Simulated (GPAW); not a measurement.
The system is TiSn.

```xyz
2
Lattice="0.0000 2.8005 2.8005 2.8005 0.0000 2.8005 2.8005 2.8005 0.0000" Properties=species:S:1:pos:R:3 pbc="T T T"
Ti    0.0000    0.0000    0.0000
Sn    2.8005    2.8005    2.8005
```

The cell was built by a generator and needn't be a form met in nature.

Program: GPAW 26.7.0. Alike in all runs: task band structure; no spin polarisation; cell as given; k mesh 8 × 8 × 8; cutoff (eV) 600; smearing fermi-dirac 0.05 eV.

Problem. Order these runs on this cell by their pressure, lowest first.
A. level PBEsol; potentials or basis PAW data sets generated in the run's folder for this functional, pw
B. level revPBE; potentials or basis the program's PAW data sets (release 1.2.1) made for this functional, pw
C. level TPSS; potentials or basis GPAW PAW data sets (gpaw-data 1.2.1), pw; eigensolver davidson
D. level LDA; potentials or basis the program's PAW data sets (release 1.2.1) made for this functional, pw
E. level PBE; potentials or basis GPAW PAW data sets (gpaw-data 1.2.1), pw

Solution. D (-6.7 GPa), A (-4.0 GPa), C (-2.0 GPa), E (-0.4 GPa), B (1.3 GPa).

Caveats: the PAW data sets were made with another functional, which shifts forces and pressure a little (some runs).
